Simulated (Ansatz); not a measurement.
# CH4GeOS: rigid scan of one bond length in Python

How does the energy of CH4GeOS change as one bond is stretched? Aim: a rigid scan of one bond length, for CH4GeOS, run from a script. SMILES: O=[C](S)[GeH3].

Program: Ansatz 0.2.0 through its Python package. Level of theory: CAM-B3LYP/def2-SVP. These are calculated values, not measurements.

**1. The system**

Bond lengths: O1–C2 1.247 Å, C2–S3 1.771 Å, C2–Ge4 1.855 Å, S3–H5 1.396 Å, Ge4–H6 1.599 Å, Ge4–H7 1.533 Å, Ge4–H8 1.561 Å. Angles: O1–C2–S3 118.6°, O1–C2–Ge4 123.6°, S3–C2–Ge4 117.8°, C2–S3–H5 93.4°, C2–Ge4–H6 110.6°, C2–Ge4–H7 112.6°, C2–Ge4–H8 109.7°, H6–Ge4–H7 108.5°, H6–Ge4–H8 106.8°, H7–Ge4–H8 108.5°.

No structure file is read: the coordinates are typed or built in the script.

**2. The code**

scan_ch4geos.py

```python
"""Stretching a bond of CH4GeOS, the rest held rigid."""

import warnings

import ansatz as az
import matplotlib.pyplot as plt
import numpy as np

GEOMETRY = """
O     0.68500   -0.76300    1.73430
C     0.61650   -0.33220    0.56590
S     2.11880    0.08730   -0.27330
Ge   -0.97520   -0.15190   -0.36970
H     2.07570    1.42060    0.13960
H    -1.95860    0.86050    0.38170
H    -0.76240    0.35020   -1.80250
H    -1.70770   -1.52860   -0.43190
"""

warnings.simplefilter("ignore", az.DeckWarning)

system = az.Crystal.molecule()
for line in GEOMETRY.strip().splitlines():
    symbol, *xyz = line.split()
    system = system.atom(symbol, [float(v) for v in xyz])

symbols = [site.symbol for site in system.cartesian_sites]
start = np.array([site.position_ang for site in system.cartesian_sites])
axis = (start[7] - start[3]) / np.linalg.norm(start[7] - start[3])
moving = [7]
lengths, energies = [1.33, 1.44, 1.56, 1.72, 1.95, 2.34, 2.81, 3.43], []
for length in lengths:
    xyz = start.copy()
    xyz[moving] += (length - np.linalg.norm(start[7] - start[3])) * axis
    point = az.Crystal.molecule()
    for symbol, place in zip(symbols, xyz):
        point = point.atom(symbol, place.tolist())
    job = (
        point.calculation()
        .basis(gaussian="def2-SVP")  # the orbital basis, by name
        .functional("CAM-B3LYP")
        .spin("collinear")  # two spin channels
    )
    report = job.run(threads=1).report
    energies.append(report["free_energy_ev"])
    print(f"r = {length:6.3f} A  E = {energies[-1]:.5f} eV  <S^2> = {abs(report['mean_field']['state']['spin_squared']):.3f}")

print("energy above the lowest point (eV):", [round(e - min(energies), 3) for e in energies])
plt.figure(figsize=(4.5, 3))
plt.plot(lengths, np.array(energies) - min(energies), "o-")
plt.xlabel("bond length (A)")
plt.ylabel("E - E(min) (eV)")
plt.tight_layout()
plt.savefig("scan.png", dpi=100)
```

**3. The input behind the calls**

The engine receives this input (first run):

```yaml
crystal:
  periodic: [false, false, false]
  atoms:
    - { symbol: O, position_ang: [0.685, -0.763, 1.7343] }
    - { symbol: C, position_ang: [0.6165, -0.3322, 0.5659] }
    - { symbol: S, position_ang: [2.1188, 0.0873, -0.2733] }
    - { symbol: Ge, position_ang: [-0.9752, -0.1519, -0.3697] }
    - { symbol: H, position_ang: [2.0757, 1.4206, 0.1396] }
    - { symbol: H, position_ang: [-1.9586, 0.8605, 0.3817] }
    - { symbol: H, position_ang: [-0.7624, 0.3502, -1.8025] }
    - { symbol: H, position_ang: [-1.5994303461053438, -1.3251121740385348, -0.42270631744403053] }
basis:
  gaussian:
    orbitals: def2-SVP
hamiltonian:
  xc: cam_b3lyp
magnetization:
  spin_polarized: true
```

**4. Running it**

Run with:

```bash
python scan_ch4geos.py
```

**Question.** What results will this script give? Wanted: range of energy; lowest point, distance.

As calculated:

```
                  quantity     value
             runs compared         8
           range of energy  3.582 eV
lowest point, distance (Å)      1.56
```

The lowest point, at 1.56, lies inside the range. The ends stand 0.491 and 3.58 eV above it. The distance scanned is the script's pair 3, 7. <S²> moves from 0.00 to 0.92: along the scan the mean field breaks spin symmetry. Notes:
- The rest of the molecule is held rigid at a force-field or estimated start geometry, and the basis set is modest; single-reference methods fail as a bond breaks.
